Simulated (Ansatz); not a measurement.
## Cs3Bi, space group Fm-3m: an equation of state with a fit, step by step

With Ansatz 0.2.0, Python API.

Typed at the interpreter:
```pycon
>>> import warnings
>>> import ansatz as az
>>> import numpy as np
>>> from pymatgen.analysis.eos import EOS
>>> VECTORS = np.array([
...     [0.0, 4.696594, 4.696594],
...     [4.696594, 0.0, 4.696594],
...     [4.696594, 4.696594, 0.0],
... ])
>>> SITES = [
...     ("Cs", [0.25, 0.25, 0.25]),
...     ("Cs", [0.75, 0.75, 0.75]),
...     ("Cs", [0.5, 0.5, 0.5]),
...     ("Bi", [0.0, 0.0, 0.0]),
... ]
>>> def make_crystal(cell):
...     crystal = az.Crystal(lattice=az.Lattice.of(cell))
...     for symbol, position in SITES:
...         crystal = crystal.atom(symbol, position)
...     return crystal
...
>>> warnings.simplefilter("ignore", az.DeckWarning)
>>> # uniform scaling of the cell
>>> volumes, energies = [], []
>>> for scale in np.linspace(0.94, 1.06, 7):
...     cell = VECTORS * scale ** (1 / 3)
...     calc = (
...         make_crystal(cell).calculation()
...         .pseudopotentials("paw")
...         .functional("r2scan")
...         .occupations("cold", width=0.05)
...         .basis(600)
...         .kpoints(4, 4, 4)
...     )
...     summary = calc.run(threads=1, backend="cpu").report
...     volumes.append(abs(np.linalg.det(cell)) / len(SITES))
...     energies.append(summary["free_energy_ev"] / len(SITES))
...     print(f"V = {volumes[-1]:8.4f} A^3/atom  F = {energies[-1]:.5f} eV/atom")
...
V =  48.6908 A^3/atom  F = -7367.69518 eV/atom
V =  49.7268 A^3/atom  F = -7367.69839 eV/atom
V =  50.7627 A^3/atom  F = -7367.69999 eV/atom
V =  51.7987 A^3/atom  F = -7367.70014 eV/atom
V =  52.8347 A^3/atom  F = -7367.69899 eV/atom
V =  53.8707 A^3/atom  F = -7367.69669 eV/atom
V =  54.9066 A^3/atom  F = -7367.69336 eV/atom
>>> for form in ["pourier_tarantola", "murnaghan", "birch_murnaghan"]:
...     fit = EOS(eos_name=form).fit(volumes, energies)
...     print(f"{form:18s} V0 {fit.v0:8.4f} A^3/atom  B0 {fit.b0_GPa:7.1f} GPa  B1 {fit.b1:5.2f}")
...
pourier_tarantola  V0  51.3887 A^3/atom  B0    10.4 GPa  B1  4.60
murnaghan          V0  51.3876 A^3/atom  B0    10.3 GPa  B1  4.66
birch_murnaghan    V0  51.3880 A^3/atom  B0    10.4 GPa  B1  4.64
```

A third-order Birch-Murnaghan fit through the 7 points has its minimum at 51.39 Å³ an atom, 0.8 % below the typed cell, with a bulk modulus of 10 GPa and dB/dP = 4.6. From that minimum the energy rises by 5.1 meV an atom on the compressed side and 6.9 meV on the expanded side.

Caveats:
- Total energies depend on the potentials; only differences at equal settings carry meaning.
- Spin-orbit coupling, which matters for elements this heavy, is left out.
- This cell is a computed structure, which may not be the phase found in nature.
- Run time: 62 s on 1 thread of Arm Neoverse V1, on a shared host, peak memory 1.3 GiB.

(Lines on the test bed's own set-up are left out of the output.)
